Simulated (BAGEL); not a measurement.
**CH5GeO (SMILES [CH3][GeH][OH]) at ROHF/cc-pVDZ (density fitting with qzvpp-jkfit)**

What is the vertical doublet–quartet gap of CH5GeO at ROHF/cc-pVDZ (density fitting with qzvpp-jkfit)? 

The calculation is run with BAGEL 1.2.2.

2 further runs of the same task are left out: 1 that didn't finish, 1 set aside as unsound or not needed.

### 1 The structure to begin with

The species is CH5GeO (8 atoms), meant as a doublet with charge 0. As SMILES, `[CH3][GeH][OH]`. Geometry: relaxed at PBE0-D4/def2-TZVP. This is one conformer, not always the lowest.

Bond lengths: C1–Ge2 1.954 Å, Ge2–O3 1.792 Å, C1–H4 1.090 Å, C1–H5 1.092 Å, C1–H6 1.090 Å, Ge2–H7 1.564 Å, O3–H8 0.960 Å. Angles: C1–Ge2–O3 103.5°, C1–Ge2–H7 112.3°, O3–Ge2–H7 107.9°, Ge2–C1–H4 110.3°, Ge2–C1–H5 108.7°, Ge2–C1–H6 109.9°, Ge2–O3–H8 112.7°, H4–C1–H5 109.5°, H4–C1–H6 109.3°, H5–C1–H6 109.1°.

### 2 A single-point energy at ROHF/cc-pVDZ (density fitting with qzvpp-jkfit)

calc.json

```json
{ "bagel" : [

{
  "title" : "molecule",
  "basis" : "cc-pvdz.json",
  "df_basis" : "qzvpp-jkfit",
  "angstrom" : true,
  "geometry" : [
    { "atom" : "C", "xyz" : [   -0.669700,    0.837400,   -0.542800 ] },
    { "atom" : "Ge", "xyz" : [    0.882200,   -0.278900,   -0.139000 ] },
    { "atom" : "O", "xyz" : [    0.160100,   -1.768900,    0.546400 ] },
    { "atom" : "H", "xyz" : [   -0.349800,    1.807700,   -0.923500 ] },
    { "atom" : "H", "xyz" : [   -1.247600,    0.978300,    0.373300 ] },
    { "atom" : "H", "xyz" : [   -1.296000,    0.347300,   -1.287700 ] },
    { "atom" : "H", "xyz" : [    1.802100,    0.357700,    0.954000 ] },
    { "atom" : "H", "xyz" : [    0.810900,   -2.337900,    0.963600 ] }
  ]
},
{
  "title" : "rohf",
  "nopen" : 1
},
{
  "title" : "print",
  "file" : "orbitals.molden",
  "orbitals" : true
}

]}
```

The basis set cc-pVDZ is read from a file made from the Basis Set Exchange's data (not shown).

Started as:

```sh
$ BAGEL_NUM_THREADS=1 BAGEL calc.json > calc.out
```

The log of the run:

```text
* using 1 threads per process

  ===============================================================
  ===============================================================

  *** Geometry ***

  { "atom" : "C", "xyz" : [     -1.265550,      1.582457,     -1.025743 ] },
  { "atom" : "Ge", "xyz" : [      1.667116,     -0.527045,     -0.262672 ] },
  { "atom" : "O", "xyz" : [      0.302545,     -3.342737,      1.032546 ] },
  { "atom" : "H", "xyz" : [     -0.661026,      3.416058,     -1.745162 ] },
  { "atom" : "H", "xyz" : [     -2.357622,      1.848719,      0.705435 ] },
  { "atom" : "H", "xyz" : [     -2.449085,      0.656302,     -2.433400 ] },
  { "atom" : "H", "xyz" : [      3.405475,      0.675955,      1.802799 ] },
  { "atom" : "H", "xyz" : [      1.532379,     -4.417991,      1.820940 ] },

  Number of auxiliary basis functions:      508

  Since a DF basis is specified, we compute 2- and 3-index integrals:
    o Being stored without compression. Storage requirement is 0.026 GB

  Number of basis functions:       80
  Number of electrons      :       51

    * METHOD: MOLECULE                             0.27

  *** Open-shell HF ***

  === Nuclear Repulsion ===
   196.6527064697

      * DIIS with orbital gradients will be used.

  === ROHF iteration (cc-pvdz.json) ===
      0      -2190.70294487          0.03729632           0.14
      1      -2190.85370444          0.02729169           0.14
      2      -2190.91550810          0.01727454           0.14
      3      -2190.96736647          0.00162097           0.14
      4      -2190.96820890          0.00069738           0.14
      5      -2190.96843433          0.00020169           0.14
      6      -2190.96848378          0.00005930           0.14
      7      -2190.96850035          0.00001680           0.14
      8      -2190.96850501          0.00000651           0.14
      9      -2190.96850560          0.00000327           0.14
     10      -2190.96850573          0.00000124           0.14
     11      -2190.96850573          0.00000059           0.14
     12      -2190.96850574          0.00000023           0.14
     13      -2190.96850573          0.00000009           0.14
     14      -2190.96850573          0.00000003           0.14
     15      -2190.96850573          0.00000001           0.14
     16      -2190.96850573          0.00000000           0.14
    * SCF iteration converged.

    * S^2 (ROHF) is 0.7500

    * Permanent dipole moment:
           (   -0.428078,    -0.251533,     0.113084) a.u.

    * METHOD: ROHF                                 2.58

    * METHOD: PRINT                                0.02

  ===============================================================
```

Run time: 3 s. Hardware: 1 thread of Arm Neoverse V1, shared host; peak memory 0.12 GiB.

### 3 The quartet, same level

hf.json

```json
{ "bagel" : [

{
  "title" : "molecule",
  "basis" : "cc-pvdz.json",
  "df_basis" : "qzvpp-jkfit",
  "angstrom" : "true",
  "geometry" : [
    { "atom" : "C", "xyz" : [   -0.669700,    0.837400,   -0.542800 ] },
    { "atom" : "Ge", "xyz" : [    0.882200,   -0.278900,   -0.139000 ] },
    { "atom" : "O", "xyz" : [    0.160100,   -1.768900,    0.546400 ] },
    { "atom" : "H", "xyz" : [   -0.349800,    1.807700,   -0.923500 ] },
    { "atom" : "H", "xyz" : [   -1.247600,    0.978300,    0.373300 ] },
    { "atom" : "H", "xyz" : [   -1.296000,    0.347300,   -1.287700 ] },
    { "atom" : "H", "xyz" : [    1.802100,    0.357700,    0.954000 ] },
    { "atom" : "H", "xyz" : [    0.810900,   -2.337900,    0.963600 ] }
  ]
},
{ "title" : "rohf", "nopen" : 3 },
{ "title" : "print", "file" : "orbitals.molden", "orbitals" : "true" }

]}
```

The basis set cc-pVDZ is read from a file made from the Basis Set Exchange's data (not shown).

Started as:

```sh
$ BAGEL_NUM_THREADS=1 BAGEL hf.json > hf.out
```

The log of the run:

```text
* using 1 threads per process

  ===============================================================
  ===============================================================

  *** Geometry ***

  { "atom" : "C", "xyz" : [     -1.265550,      1.582457,     -1.025743 ] },
  { "atom" : "Ge", "xyz" : [      1.667116,     -0.527045,     -0.262672 ] },
  { "atom" : "O", "xyz" : [      0.302545,     -3.342737,      1.032546 ] },
  { "atom" : "H", "xyz" : [     -0.661026,      3.416058,     -1.745162 ] },
  { "atom" : "H", "xyz" : [     -2.357622,      1.848719,      0.705435 ] },
  { "atom" : "H", "xyz" : [     -2.449085,      0.656302,     -2.433400 ] },
  { "atom" : "H", "xyz" : [      3.405475,      0.675955,      1.802799 ] },
  { "atom" : "H", "xyz" : [      1.532379,     -4.417991,      1.820940 ] },

  Number of auxiliary basis functions:      508

  Since a DF basis is specified, we compute 2- and 3-index integrals:
    o Being stored without compression. Storage requirement is 0.026 GB

  Number of basis functions:       80
  Number of electrons      :       51

    * METHOD: MOLECULE                             0.29

  *** Open-shell HF ***

  === Nuclear Repulsion ===
   196.6527064697

      * DIIS with orbital gradients will be used.

  === ROHF iteration (cc-pvdz.json) ===
      0      -2190.34464769          0.03456372           0.14
      1      -2190.28479439          0.04731955           0.14
      2      -2190.30650217          0.03895286           0.15
      3      -2190.65453885          0.00514146           0.31
      4      -2190.66072194          0.00210679           0.14
      5      -2190.66403911          0.00182726           0.14
      6      -2190.66700118          0.00188872           0.14
      7      -2190.66818180          0.00201976           0.14
      8      -2190.66538815          0.00108091           0.14
      9      -2190.66547985          0.00091881           0.14
[... 48 lines of this table left out ...]
     58      -2190.66905890          0.00000004           0.14
     59      -2190.66905888          0.00000002           0.14
     60      -2190.66905888          0.00000001           0.14
     61      -2190.66905888          0.00000001           0.14
    * SCF iteration converged.

    * S^2 (ROHF) is 3.7500

    * Permanent dipole moment:
           (   -0.058971,    -0.402827,    -0.469451) a.u.

    * METHOD: ROHF                                 9.09

    * METHOD: PRINT                                0.02

  ===============================================================
```

Run time: 9.6 s. Hardware: 1 thread of Arm Neoverse V1, shared host; peak memory 0.12 GiB.

### 4 Summary of results

At ROHF/cc-pVDZ (density fitting with qzvpp-jkfit):

| quantity | value |
| --- | --- |
| doublet: total energy | -2190.96851 Eh |
| doublet: dipole moment | 1.29 D |
| doublet: ⟨S²⟩ | 0.750 |
| quartet: total energy | -2190.66906 Eh |
| quartet: dipole moment | 1.58 D |
| quartet: ⟨S²⟩ | 3.750 |
| vertical energy of the quartet above the doublet | 8.148 eV |

**Reading.** At this shape the quartet lies 8.15 eV (188 kcal/mol) above the doublet.
